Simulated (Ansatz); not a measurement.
# C (diamond type): the cost of one run

Method: DFT, LDA, PAW with Ansatz's default frozen-core files, scalar-relativistic, in Ansatz 0.2.0.

## (1) The system as given

It takes space group Fd-3m (No. 227, cubic). Conventional cell: a = 3.573 Å, b = 3.573 Å, c = 3.573 Å, α = 90.00°, β = 90.00°, γ = 90.00°. C (site symmetry -43m) has 4 C at 1.55 Å as nearest neighbours.

Coordinates:

```
CELL_PARAMETERS angstrom
0.00000 1.78632 1.78632
1.78632 0.00000 1.78632
1.78632 1.78632 0.00000
ATOMIC_POSITIONS crystal
C 0.87500 0.87500 0.87500
C 0.12500 0.12500 0.12500
```

Atoms are numbered in the order of the input: C1, C2.

## (2) Bulk cell relaxed, PAW

Input file input.yaml:

```yaml
crystal:
  lattice:
    - [0.0, 1.7863159877, 1.7863159877]
    - [1.7863159877, 0.0, 1.7863159877]
    - [1.7863159877, 1.7863159877, 0.0]
  atoms:
    - { symbol: C, position: [-0.125, -0.125, -0.125] }
    - { symbol: C, position: [0.125, 0.125, 0.125] }
kpoints:
  mp_grid: { grid: [16, 16, 16] }
scf:
  occupations: { method: fermi_dirac, width: 0.02 }
hamiltonian:
  xc: lda
  pseudopotentials: { kind: paw }
output:
  forces: true
  stress: true
  write_density: true
  write_potential: true
  elf: true
  volumetric_format: npy
relax:
  f_tol: 0.005
  max_steps: 40
  cell: {}
```

On the command line:

```sh
$ ansatz run input.yaml --threads 2 --pin off --max-ram 4096MiB --backend cpu --events-out ev --progress --plain --runs-dir out
```

Q: Estimate wall time and peak memory on 2 threads of Intel Xeon 6975P-C (Granite Rapids), shared host.

About 1.9 s, with a peak of 0.31 GiB.
